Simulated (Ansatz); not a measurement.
# K6MgSn2: the cost of one run

Computed with Ansatz 0.2.0 (reference: DFT PBEsol, plane waves, PAW, scalar-relativistic, no spin polarisation, unless a step's input says otherwise).

**1. The starting structure**

The structure is monoclinic, space group C2/m (No. 12). Conventional cell: a = 11.545 Å, b = 6.271 Å, c = 10.673 Å, α = 90.00°, β = 98.07°, γ = 90.00°. Around Sn (site symmetry m) lie 1 Mg at 2.93 Å. Around Mg (site symmetry 2/m) lie 2 Sn at 2.93 Å. K (site symmetry m) has 3 Sn at 3.73 to 3.76 Å and 5 K at 3.74 to 4.16 Å as nearest neighbours. K (site symmetry m) has 3 Mg at 3.56 to 3.95 Å and 5 K at 3.67 to 3.96 Å and 3 Sn at 3.79 to 4.02 Å as nearest neighbours. K (site symmetry m) is surrounded by 4 Sn at 3.62 to 4.27 Å and 7 K at 3.68 to 4.20 Å.

Structure file:

```
CELL_PARAMETERS angstrom
0.00000 6.27069 0.00000
5.77254 -3.13534 0.00000
1.49834 0.00000 -10.56753
ATOMIC_POSITIONS crystal
Sn 0.14474 0.28948 0.75097
Sn 0.85526 0.71052 0.24903
Mg 0.00000 0.00000 0.00000
K 0.47030 0.94060 0.72470
K 0.52970 0.05940 0.27530
K 0.29260 0.58520 0.07050
K 0.70740 0.41480 0.92950
K 0.17360 0.34720 0.40920
K 0.82640 0.65280 0.59080
```

**2. Baseline**

File input.yaml:

```yaml
crystal:
  lattice:
    - [0.0, 6.270688, 0.0]
    - [5.772543, -3.135344, 0.0]
    - [1.498341, 0.0, -10.567529]
  atoms:
    - { symbol: Sn, position: [0.14474, 0.28948, 0.75097] }
    - { symbol: Sn, position: [0.85526, 0.71052, 0.24903] }
    - { symbol: Mg, position: [0.0, 0.0, 0.0] }
    - { symbol: K, position: [0.4703, 0.9406, 0.7247] }
    - { symbol: K, position: [0.5297, 0.0594, 0.2753] }
    - { symbol: K, position: [0.2926, 0.5852, 0.0705] }
    - { symbol: K, position: [0.7074, 0.4148, 0.9295] }
    - { symbol: K, position: [0.1736, 0.3472, 0.4092] }
    - { symbol: K, position: [0.8264, 0.6528, 0.5908] }
  symmetry: { tolerance: 0.0003 }
kpoints:
  mp_grid: { grid: [4, 4, 2], shift: [0, 0, 0] }
magnetization:
  spin_polarized: false
scf:
  occupations: { method: fermi_dirac }
hamiltonian:
  pseudopotentials: { kind: paw }
  xc: pbesol
basis:
  ecutwfc: 420
output:
  forces: true
  stress: true
  eigenvalues: true
```

The run is started by

```
$ ansatz run input.yaml --threads 1 --pin off --max-ram 2560MiB --backend cpu --events-out ev --progress --plain --runs-dir out
```

What time and memory should one allow on 1 thread of Arm Neoverse V2, shared host?

About 16 s, with a peak of 0.65 GiB.
